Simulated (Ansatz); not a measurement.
ScPb in Ansatz: convergence with k mesh

The system is ScPb.

```
Sc Pb
1.0
     3.00207    0.00000    0.00000
    -1.50104    2.59987    0.00000
     0.00000    0.00000    7.07814
Sc Pb
1 1
Direct
  0.00000 0.00000 0.50000
  0.00000 0.00000 0.00000
```

The cell was built by a generator and needn't be a form met in nature.

```yaml
Program: Ansatz 0.2.0
Task: convergence study
Functional: PBE
Potentials_or_basis: PseudoDojo standard (PBE files)
Cutoff: 1061 eV
Density_cutoff: 4245 eV
k_mesh: 3 × 3 × 1
Occupations: cold, width 0.05 eV
Spin: spin-orbit coupling, no magnetisation
```

These are the settings of the first run; the series varies k mesh, with any setting tied to it.

Hardware: 2 threads of Arm Neoverse V2, with other jobs on the host.

Question: The values tried are 3 × 3 × 1, 4 × 4 × 2, 5 × 5 × 2, 6 × 6 × 2, 7 × 7 × 3, 9 × 9 × 4, 11 × 11 × 5, 14 × 14 × 5, 17 × 17 × 6, loosest first. From which on does the pressure stay within 0.1 GPa of the tightest run that finished?

Answer: From 14 × 14 × 5 on.

```csv
k mesh,"energy less the tightest run, at zero smearing (meV/atom)",pressure (GPa),SCF cycles,CPU time (s),peak memory (GiB)
3 × 3 × 1,413.76,13.15,21,4.8,0.48
4 × 4 × 2,138.82,10.11,16,8.4,0.54
5 × 5 × 2,31.38,9.00,12,7.7,0.55
6 × 6 × 2,-33.01,9.61,11,10,0.58
7 × 7 × 3,8.18,10.03,13,15,0.59
9 × 9 × 4,-0.21,9.71,11,26,0.72
11 × 11 × 5,-2.31,9.39,10,31,0.79
14 × 14 × 5,-1.59,9.53,11,55,0.94
17 × 17 × 6,0.00,9.62,12,100,1.3
```

Not settled before the last step: the energy (to 1 meV/atom). Meshes of other sizes hit other points, so gaps and Fermi surfaces needn't settle smoothly. The tightest run that finished is the yardstick and may itself not be fully converged.
